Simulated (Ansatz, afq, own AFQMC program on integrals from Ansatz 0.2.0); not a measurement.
# Ge2H3 (doublet): AFQMC on the coupled-cluster ladder at scale of all distances = 0.878, cc-pVDZ

How near does AFQMC come to the top of the ladder for Ge2H3 (doublet)?

Program: Ansatz 0.2.0, Gaussian basis, and an in-house AFQMC program (afq) on its integrals; all values are calculated. Level of theory: cc-pVDZ, frozen cores. These are calculated values, not measurements.

To be run: PBE (unrestricted); r2SCAN (unrestricted); PBE0 (unrestricted); B3LYP (unrestricted); wB97M-V (unrestricted); B2PLYP (unrestricted); CCSD(T) on UHF; Phaseless AFQMC, CISD trial on UHF; Phaseless AFQMC, single-determinant trial on UHF; Free-projection AFQMC, CISD trial on UHF.

12 further runs of the same task are left out: 6 that didn't finish, 6 set aside as unsound or not needed.

## Step 1: What is computed

The geometry derives from a PBE0/def2-TZVP stationary point (not a proven minimum). All distances are scaled together. No spin-orbit coupling is included. The filled d shell of Ge may be among the frozen orbitals whatever the setting's name suggests; the logs give the count.

5 atoms, charge 0, spin multiplicity 2.

Atoms are counted from 1 here; the program's logs count them from 0.

Bond lengths: Ge1–Ge2 2.112 Å, Ge1–H3 1.359 Å, Ge1–H4 1.359 Å, Ge2–H5 1.401 Å. Angles: Ge2–Ge1–H3 130.0°, Ge2–Ge1–H4 123.8°, H3–Ge1–H4 106.2°, Ge1–Ge2–H5 87.5°.

## Step 2: PBE (unrestricted)

Input file in.yaml:

```yaml
crystal:
  periodic: [false, false, false]
  atoms:
    - {symbol: Ge, position_ang: [0.000000, 0.011576, 1.037126]}
    - {symbol: Ge, position_ang: [0.000000, -0.030150, -1.074113]}
    - {symbol: H, position_ang: [0.000000, 1.070545, 1.889284]}
    - {symbol: H, position_ang: [0.000000, -1.102102, 1.816242]}
    - {symbol: H, position_ang: [0.000000, 1.370139, -1.039958]}
basis:
  gaussian: {orbitals: cc-pVDZ}
magnetization: {spin_polarized: true, initial_magnetization: 1}
hamiltonian: {xc: {name: PBE}}
output: {orbitals: {seedname: orbitals}}
```

Started as:

```
ansatz run in.yaml --threads 1 --pin off --events-out ev --progress --plain --max-ram 1382MiB
```

Standard output:

```text
Functional definition: PBE
  name "PBE"
  cite "Perdew, Burke & Ernzerhof, Phys. Rev. Lett. 77, 3865 (1996) doi:10.1103/PhysRevLett.77.3865"
  parent pbe
  parameter kappa = 0.804
  parameter beta = 0.06672455060314922
  exchange = pbe_x(kappa = kappa, mu = beta*pi^2/3)
  correlation = pbe_c(beta = beta)
924 factors; their error is unknown
mean field evaluation 1: about -113061.7395 eV, gradient 1.1e1 eV
mean field evaluation 2: about -113062.4019 eV, gradient 5.9e0 eV
mean field evaluation 4: about -113062.6884 eV, gradient 5.3e-1 eV
mean field evaluation 8: about -113062.6769 eV, gradient 4.4e-2 eV
mean field evaluation 16: about -113062.6769 eV, gradient 2.8e-5 eV
mean field evaluation 32: about -113062.6269 eV, gradient 1.7e0 eV
mean field -113062.67693371 eV, -4154.9767406789 hartree, gradient 9.1e-6 eV, S^2 0.752176; 4 other end points of the search recorded, 0 dependent functions left out
reference -113062.67696662 eV, -4154.9767418885 hartree; 34, 33 occupied and 35, 36 virtual orbitals, 924 factors
Total energy: -113062.67696662 eV, -4154.9767418885 hartree
```

Wall time 7.5 s (1 thread of Arm Neoverse V1, shared host).

From the report: ⟨S²⟩ of the determinant 0.752 (pure doublet: 0.75).

## Step 3: r2SCAN (unrestricted)

in.yaml: that of step 2 with these lines changed.

```diff
@@ -11,3 +11,2 @@
 magnetization: {spin_polarized: true, initial_magnetization: 1}
-hamiltonian: {xc: {name: PBE}}
-output: {orbitals: {seedname: orbitals}}
+hamiltonian: {xc: {name: r2SCAN}}
```

Launched as before.

Standard output, cut to the lines that bear on the results:

```text
Functional definition: r2SCAN
  name "r2SCAN"
  cite "Furness, Kaplan, Ning, Perdew & Sun, J. Phys. Chem. Lett. 11, 8208 (2020) doi:10.1021/acs.jpclett.0c02405"
  cite "Furness, Kaplan, Ning, Perdew & Sun, J. Phys. Chem. Lett. 11, 9248 (2020) doi:10.1021/acs.jpclett.0c03077"
  parent r2scan
[...]
924 factors; their error is unknown
[...]
mean field -113079.48749159 eV, -4155.5945172865 hartree, gradient 1.0e-5 eV, S^2 0.755027; 4 other end points of the search recorded, 0 dependent functions left out
reference -113079.48750219 eV, -4155.5945176758 hartree; 34, 33 occupied and 35, 36 virtual orbitals, 924 factors
Total energy: -113079.48750219 eV, -4155.5945176758 hartree
```

It took 23 s on 1 thread of Arm Neoverse V1, shared host.

From the report: ⟨S²⟩ of the determinant 0.755 (pure doublet: 0.75).

## Step 4: PBE0 (unrestricted)

in.yaml: that of step 3 with these lines changed.

```diff
@@ -11,2 +11,3 @@
 magnetization: {spin_polarized: true, initial_magnetization: 1}
-hamiltonian: {xc: {name: r2SCAN}}
+hamiltonian: {xc: {name: PBE0}}
+output: {orbitals: {seedname: orbitals}}
```

Same command.

Standard output:

```text
Functional definition: PBE0
  name "PBE0"
  cite "Adamo & Barone, J. Chem. Phys. 110, 6158 (1999) doi:10.1063/1.478522"
  cite "Perdew, Burke & Ernzerhof, Phys. Rev. Lett. 77, 3865 (1996) doi:10.1103/PhysRevLett.77.3865"
  parent pbe
  parameter a = 0.25
  parameter kappa = 0.804
  parameter beta = 0.06672455060314922
  exchange = (1 - a)*pbe_x(kappa = kappa, mu = beta*pi^2/3) + a*exact_x
  correlation = pbe_c(beta = beta)
784 factors; integrals over basis functions are off by at most 1.3e-3 eV
mean field evaluation 1: about -113065.4319 eV, gradient 6.9e0 eV
mean field evaluation 2: about -113065.7409 eV, gradient 2.9e0 eV
mean field evaluation 4: about -113065.8042 eV, gradient 2.5e-1 eV
mean field evaluation 8: about -113065.8213 eV, gradient 8.3e-3 eV
mean field evaluation 16: about -113065.8213 eV, gradient 4.0e-5 eV
mean field -113065.82130716 eV, -4155.0922942720 hartree, gradient 3.3e-6 eV, S^2 0.753068; 1 other end points of the search recorded, 0 dependent functions left out
reference -113065.82133195 eV, -4155.0922951830 hartree; 34, 33 occupied and 35, 36 virtual orbitals, 784 factors
Total energy: -113065.82133195 eV, -4155.0922951830 hartree
```

Run time: 6.5 s. Hardware: 1 thread of Arm Neoverse V1, shared host.

From the report: ⟨S²⟩ of the determinant 0.753 (pure doublet: 0.75).

## Step 5: B3LYP (unrestricted)

in.yaml: that of step 4 with these lines changed.

```diff
@@ -11,3 +11,2 @@
 magnetization: {spin_polarized: true, initial_magnetization: 1}
-hamiltonian: {xc: {name: PBE0}}
-output: {orbitals: {seedname: orbitals}}
+hamiltonian: {xc: {name: B3LYP}}
```

Same command.

Standard output, cut to the lines that bear on the results:

```text
Functional definition: B3LYP
  name "B3LYP"
  cite "Stephens, Devlin, Chabalowski & Frisch, J. Phys. Chem. 98, 11623 (1994) doi:10.1021/j100096a001"
  cite "Becke, Phys. Rev. A 38, 3098 (1988) doi:10.1103/PhysRevA.38.3098"
  cite "Lee, Yang & Parr, Phys. Rev. B 37, 785 (1988) doi:10.1103/PhysRevB.37.785"
  cite "Vosko, Wilk & Nusair, Can. J. Phys. 58, 1200 (1980) doi:10.1139/p80-159"
[...]
784 factors; integrals over basis functions are off by at most 1.3e-3 eV
[...]
mean field -113082.68425827 eV, -4155.7119962949 hartree, gradient 1.3e-5 eV, S^2 0.751836; 4 other end points of the search recorded, 0 dependent functions left out
reference -113082.68447896 eV, -4155.7120044052 hartree; 34, 33 occupied and 35, 36 virtual orbitals, 784 factors
Total energy: -113082.68447896 eV, -4155.7120044052 hartree
```

Wall time 11 s (1 thread of Arm Neoverse V1, shared host).

From the report: ⟨S²⟩ of the determinant 0.752 (pure doublet: 0.75).

## Step 6: wB97M-V (unrestricted)

in.yaml: that of step 5 with these lines changed.

```diff
@@ -11,2 +11,3 @@
 magnetization: {spin_polarized: true, initial_magnetization: 1}
-hamiltonian: {xc: {name: B3LYP}}
+hamiltonian: {xc: {name: wB97M-V}}
+output: {orbitals: {seedname: orbitals}}
```

Launched as before.

Standard output, cut to the lines that bear on the results:

```text
Functional definition: wB97M-V
  name "wB97M-V"
  cite "Mardirossian & Head-Gordon, J. Chem. Phys. 144, 214110 (2016) doi:10.1063/1.4952647"
  cite "Becke, J. Chem. Phys. 107, 8554 (1997) doi:10.1063/1.475007"
  cite "Vydrov & Van Voorhis, J. Chem. Phys. 133, 244103 (2010) doi:10.1063/1.3521275"
  # Of w^i u^j: cxij and so on, Table III.
[...]
  gx(w, u) = 1 - cx + cx01*u + cx10*w
  gss(w, u) = css00 + css04*u^4 + css10*w + css20*w^2 + css43*w^4*u^3
  gos(w, u) = cos00 + cos10*w + (cos20 + cos21*u)*w^2 + (cos60 + cos61*u)*w^6
[...]
      + integral(e_c_pw_mod_opposite_spin*gos(b97_w_opposite, b97_u_opposite)) + vv10(b, c)
784 factors; integrals over basis functions are off by at most 1.3e-3 eV
219 factors; integrals over basis functions are off by at most 3.0e-6 eV
[...]
mean field -113073.59026960 eV, -4155.3777983755 hartree, gradient 1.6e-5 eV, S^2 0.751889; 1 other end points of the search recorded, 0 dependent functions left out
reference -113073.59030504 eV, -4155.3777996780 hartree; 34, 33 occupied and 35, 36 virtual orbitals, 784 factors
Total energy: -113073.59030504 eV, -4155.3777996780 hartree
```

Wall time 27 s (1 thread of Arm Neoverse V1, shared host); peak memory 0.36 GiB.

From the report: ⟨S²⟩ of the determinant 0.752 (pure doublet: 0.75).

## Step 7: B2PLYP (unrestricted)

in.yaml: that of step 6 with these lines changed.

```diff
@@ -11,3 +11,3 @@
 magnetization: {spin_polarized: true, initial_magnetization: 1}
-hamiltonian: {xc: {name: wB97M-V}}
-output: {orbitals: {seedname: orbitals}}
+hamiltonian: {xc: {name: B2PLYP}}
+correlation: {electrons: outside_noble_gas}
```

Launched as before.

Standard output, cut to the lines that bear on the results:

```text
Functional definition: B2PLYP
  name "B2PLYP"
  cite "Grimme, J. Chem. Phys. 124, 034108 (2006) doi:10.1063/1.2148954"
  cite "Becke, Phys. Rev. A 38, 3098 (1988) doi:10.1103/PhysRevA.38.3098"
  cite "Lee, Yang & Parr, Phys. Rev. B 37, 785 (1988) doi:10.1103/PhysRevB.37.785"
[...]
784 factors; integrals over basis functions are off by at most 1.3e-3 eV
[...]
mean field -113055.58746629 eV, -4154.7162075566 hartree, gradient 5.5e-6 eV, S^2 0.753661; 2 other end points of the search recorded, 0 dependent functions left out
28 core orbitals not correlated: weight in the atoms' cores, before any rotation towards them, 0.998 or more for the frozen orbitals, at most 0.001 for the correlated occupied ones
reference -113055.58760742 eV, -4154.7162127429 hartree; 6, 5 occupied and 35, 36 virtual orbitals, 784 factors
second order -5.43852919 eV of doubles, -0.00000000 eV of singles
Total energy: -113057.05601030 eV, -4154.7701755535 hartree
```

Run time: 7.5 s. Hardware: 1 thread of Arm Neoverse V1, shared host.

From the report: ⟨S²⟩ of the determinant 0.754 (pure doublet: 0.75).

## Step 8: CCSD(T) on UHF

in.yaml: that of step 7 with these lines changed.

```diff
@@ -11,3 +11,2 @@
 magnetization: {spin_polarized: true, initial_magnetization: 1}
-hamiltonian: {xc: {name: B2PLYP}}
-correlation: {electrons: outside_noble_gas}
+correlation: {method: ccsd_t, electrons: outside_noble_gas, hamiltonian_folder: ham}
```

The command is unchanged.

Standard output, cut to the lines that bear on the results:

```text
Functional definition: HF
  name "HF"
  cite "Fock, Z. Phys. 61, 126 (1930) doi:10.1007/BF01340294"
  parent pbe
[...]
784 factors; integrals over basis functions are off by at most 1.3e-3 eV
[...]
mean field -112989.63393581 eV, -4152.2924600163 hartree, gradient 6.9e-6 eV, S^2 0.759358; 7 other end points of the search recorded, 0 dependent functions left out
determinant -112989.63393581 eV, -4152.2924600163 hartree, with singles and doubles -112994.95764034 eV, -4152.4881025493 hartree
determinant -112989.12488749 eV, -4152.2737528356 hartree, with singles and doubles -112994.44421681 eV, -4152.4692345828 hartree
determinant -112986.85152411 eV, -4152.1902082725 hartree, with singles and doubles -112991.99478273 eV, -4152.3792195404 hartree
determinant -112986.38544696 eV, -4152.1730802531 hartree, with singles and doubles -112992.18302494 eV, -4152.3861373143 hartree
determinant -112989.63393581 eV, -4152.2924600163 hartree, with singles and doubles -112994.95765175 eV, -4152.4881029687 hartree
determinant -112989.12488749 eV, -4152.2737528356 hartree, with singles and doubles -112994.45163026 eV, -4152.4695070217 hartree
28 core orbitals not correlated: weight in the atoms' cores, before any rotation towards them, 0.999 or more for the frozen orbitals, at most 0.001 for the correlated occupied ones
reference -112989.63393581 eV, -4152.2924600163 hartree; 6, 5 occupied and 35, 36 virtual orbitals, 784 factors
second order -4.32574908 eV of doubles, -0.00000000 eV of singles
cycle   1  -5.32371691 eV  change   -9.7e-7 eV  update   2.5e-6
perturbative correction -0.13967971 eV, -0.0051331348 hartree
Total energy: -112995.09733243 eV, -4152.4932361391 hartree
```

It took 24 s on 1 thread of Arm Neoverse V1, shared host.

From the report: ⟨S²⟩ of the determinant 0.759 (pure doublet: 0.75); correlation -5.4634 eV; T1 0.013; largest double amplitude 0.05.

This run also writes the integrals to the folder ham.

## Step 9: Phaseless AFQMC, CISD trial on UHF

It reads the integrals that the CCSD(T) run on this determinant wrote.

Started as:

```
afq ham --method phaseless --trial cisd --walkers 60 --populations 1 --least-time 40 --time-step 0.005 --steps-per-block 50 --equilibration-blocks 28 --max-blocks 300 --target-error 0.0004 --factor-cut 1e-05 --start spin_pure --seed 8688 --release-times 0.24,0.51,0.99,1.62,2.4 --release-step 0.03 --release-every 4 --taylor-order 6
```

Standard output:

```text
orbitals 41  electrons 6 5  factors 356 of 784
reference energy -4152.29246002 Eh
CCSD correlation -0.19564280 Eh in 10 cycles, weight of the determinant in the CISD state 0.8809
energy of the start -4152.487863 Eh
 block  time / (1/Eh)  mean weight  energy / Eh
     1     0.250  0.9985  -4152.485137
     2     0.500  1.0010  -4152.485464
     3     0.750  0.9992  -4152.486248
     4     1.000  0.9985  -4152.488827
     5     1.250  1.0016  -4152.489569
     6     1.500  0.9983  -4152.489224
     7     1.750  0.9993  -4152.492055
     8     2.000  1.0011  -4152.491927
     9     2.250  1.0002  -4152.491599
    10     2.500  1.0011  -4152.493349
    17     4.250  0.9967  -4152.493955
    25     6.250  0.9987  -4152.491396
    33     8.250  1.0018  -4152.490926
    41    10.250  0.9995  -4152.494073
    49    12.250  1.0014  -4152.496605
    57    14.250  0.9985  -4152.505329
    65    16.250  0.9997  -4152.494523
    73    18.250  0.9981  -4152.498454
    81    20.250  1.0027  -4152.493535
    89    22.250  1.0024  -4152.495614
    97    24.250  0.9992  -4152.494635
   105    26.250  0.9988  -4152.491450
   113    28.250  1.0013  -4152.491852
   121    30.250  0.9999  -4152.493376
   129    32.250  0.9996  -4152.495799
   137    34.250  1.0013  -4152.494047
   145    36.250  0.9988  -4152.493512
   153    38.250  0.9993  -4152.494573
   161    40.250  0.9998  -4152.491098
   169    42.250  1.0004  -4152.491800
   177    44.250  0.9987  -4152.492692
   185    46.250  0.9986  -4152.491734
   193    48.250  0.9996  -4152.490847
   201    50.250  1.0015  -4152.493014
   209    52.250  1.0009  -4152.495362
   217    54.250  1.0032  -4152.493637
   225    56.250  1.0003  -4152.495110
   233    58.250  0.9990  -4152.496547
   241    60.250  0.9999  -4152.495299
   249    62.250  1.0007  -4152.493956
   257    64.250  0.9996  -4152.496467
   265    66.250  0.9987  -4152.496362
   273    68.250  1.0027  -4152.493631
   281    70.250  0.9990  -4152.488912
   289    72.250  1.0014  -4152.490967
   297    74.250  1.0001  -4152.496390
   305    76.250  0.9998  -4152.493799
   313    78.250  1.0010  -4152.496026
   321    80.250  0.9988  -4152.495565
blocks merged  error / Eh  count
     1  0.000170  300
     2  0.000224  150
     4  0.000291  75
     8  0.000371  37
    16  0.000469  18
    32  0.000617  9
released: time / (1/Eh)  energy / Eh  error  mean overlap
  0.24  -4152.493994  0.000340  1.0057
  0.51  -4152.494084  0.000324  1.0132
  0.99  -4152.494642  0.000370  0.9915
  1.62  -4152.493968  0.000340  0.9954
  2.40  -4152.494343  0.000312  0.9945
energy -4152.494570 +/- 0.000469 Eh
```

Wall time 12 min (1 thread of Arm Neoverse V1, shared host).

Energy -112995.1336 ± 0.0128 eV. The run doesn't count as converged. Caveats: constraint bias not in the error; error not settled. The error still grows with block length (0.0101 to 0.0168 eV), so the bar may be too small.

## Step 10: Phaseless AFQMC, single-determinant trial on UHF

It reads the integrals that the CCSD(T) run on this determinant wrote.

Started as:

```
afq ham --method phaseless --trial hf --walkers 120 --populations 1 --least-time 40 --time-step 0.005 --steps-per-block 20 --equilibration-blocks 112 --max-blocks 600 --target-error 0.0012000000000000001 --factor-cut 1e-05 --start spin_pure --seed 4961 --taylor-order 6
```

Standard output:

```text
orbitals 41  electrons 6 5  factors 356 of 784
reference energy -4152.29246002 Eh
CCSD correlation -0.19564280 Eh in 10 cycles, weight of the determinant in the CISD state 0.8809
energy of the start -4152.292561 Eh
 block  time / (1/Eh)  mean weight  energy / Eh
     1     0.100  0.9983  -4152.326053
     2     0.200  1.0021  -4152.354927
     3     0.300  1.0007  -4152.374990
     4     0.400  1.0021  -4152.394708
     5     0.500  1.0007  -4152.412708
     6     0.600  1.0012  -4152.415995
     7     0.700  1.0008  -4152.428867
     8     0.800  1.0010  -4152.432911
     9     0.900  1.0007  -4152.437183
    10     1.000  1.0007  -4152.442985
    18     1.800  0.9991  -4152.470266
    35     3.500  0.9997  -4152.490958
    52     5.200  0.9992  -4152.486176
    69     6.900  1.0005  -4152.522153
    86     8.600  0.9996  -4152.505810
   103    10.300  1.0008  -4152.495484
   120    12.000  1.0007  -4152.504939
   137    13.700  1.0012  -4152.487644
   154    15.400  1.0012  -4152.492652
   171    17.100  1.0013  -4152.506202
   188    18.800  0.9991  -4152.488338
   205    20.500  0.9975  -4152.479087
   222    22.200  1.0015  -4152.492043
   239    23.900  1.0010  -4152.492387
   256    25.600  1.0004  -4152.504373
   273    27.300  0.9999  -4152.470965
   290    29.000  1.0013  -4152.489688
   307    30.700  0.9992  -4152.478089
   324    32.400  0.9986  -4152.500407
   341    34.100  0.9986  -4152.514381
   358    35.800  0.9989  -4152.488474
   375    37.500  1.0002  -4152.520263
   392    39.200  1.0006  -4152.484100
   409    40.900  1.0005  -4152.500117
   426    42.600  1.0006  -4152.507181
   443    44.300  1.0007  -4152.491820
   460    46.000  1.0002  -4152.483462
   477    47.700  0.9997  -4152.471486
   494    49.400  1.0002  -4152.486711
   511    51.100  1.0004  -4152.478378
   528    52.800  1.0004  -4152.470856
   545    54.500  1.0005  -4152.493280
   562    56.200  0.9967  -4152.476135
   579    57.900  0.9988  -4152.476537
   596    59.600  1.0003  -4152.494486
   613    61.300  1.0000  -4152.495604
   630    63.000  1.0017  -4152.484561
   647    64.700  1.0002  -4152.484098
   664    66.400  1.0002  -4152.483403
   681    68.100  1.0027  -4152.501677
   698    69.800  1.0005  -4152.488572
blocks merged  error / Eh  count
     1  0.000486  600
     2  0.000660  300
     4  0.000886  150
     8  0.001118  75
    16  0.001379  37
    32  0.001640  18
    64  0.002246  9
energy -4152.489530 +/- 0.001640 Eh
```

It took 6.7 min on 1 thread of Arm Neoverse V1, shared host.

Energy -112994.9965 ± 0.0446 eV. Caveats: constraint bias not in the error. The error still grows with block length (0.0375 to 0.0611 eV), so the bar may be too small.

## Step 11: Free-projection AFQMC, CISD trial on UHF

It reads the integrals that the CCSD(T) run on this determinant wrote.

Started as:

```
afq ham --method free --trial cisd --walkers 60 --time-step 0.03 --max-blocks 80 --target-error 0.0004 --factor-cut 1e-05 --seed 3547 --times 0,0.21,0.42,0.81,1.2,1.8,2.4,3 --taylor-order 8
```

Standard output:

```text
orbitals 41  electrons 6 5  factors 356 of 784
reference energy -4152.29246002 Eh
CCSD correlation -0.19564280 Eh in 10 cycles, weight of the determinant in the CISD state 0.8809
repeat  energy at the last time / Eh  error
    10  -4152.494333  0.000899
    20  -4152.494606  0.000529
    30  -4152.494121  0.000496
    40  -4152.494505  0.000484
    50  -4152.494613  0.000410
    60  -4152.494527  0.000357
time / (1/Eh)  energy / Eh  error  mean overlap
  0.00  -4152.488453  0.000118  1.1380
  0.21  -4152.490631  0.000139  1.1417
  0.42  -4152.492053  0.000155  1.1339
  0.81  -4152.493415  0.000186  1.1329
  1.20  -4152.493996  0.000220  1.1304
  1.80  -4152.493950  0.000230  1.1527
  2.40  -4152.494538  0.000289  1.1385
  3.00  -4152.494496  0.000353  1.1445
energy -4152.494496 +/- 0.000353 Eh
```

Run time: 5.5 min. Hardware: 1 thread of Arm Neoverse V1, shared host.

Energy -112995.1316 ± 0.0096 eV. Caveats: remainder of the start not in the error.

## Step 12: AFQMC on the ladder

On the UHF determinant, counted from CCSD(T) (a yardstick, not exact):

```csv
level,energy (eV),from CCSD(T) (kJ/mol),statistical error (kJ/mol),time
HF,-112989.6339,+527.1,,
MP2,-112993.9597,+109.8,,
CCSD,-112994.9577,+13.5,,
CCSD(T),-112995.0973,0.0,,
"Phaseless AFQMC, single-determinant trial, step 0.005, 120 walkers",-112994.9965,+9.7,4.3,6.7 min
"Free-projection AFQMC, CISD trial, step 0.03, 60 walkers",-112995.1316,-3.3,0.9,5.5 min
```

The functionals' totals stand on their own zeros and serve differences with other points: PBE -113062.677 eV; r2SCAN -113079.488 eV; PBE0 -113065.821 eV; B3LYP -113082.684 eV; wB97M-V -113073.590 eV; B2PLYP -113057.056 eV.

## Step 13: Summary of results

| quantity | value |
| --- | --- |
| Phaseless AFQMC, single-determinant trial on UHF from CCSD(T) | +9.7 ± 4.3 kJ/mol |
| Free-projection AFQMC, CISD trial on UHF from CCSD(T) | -3.3 ± 0.9 kJ/mol |

In words: Free projection has no constraint; at the last time it gives -3.3 ± 0.9 kJ/mol, and from a start that isn't spin pure other spins can mix in. Error bars are statistical and leave out the constraint, the time step and what remains of the start.
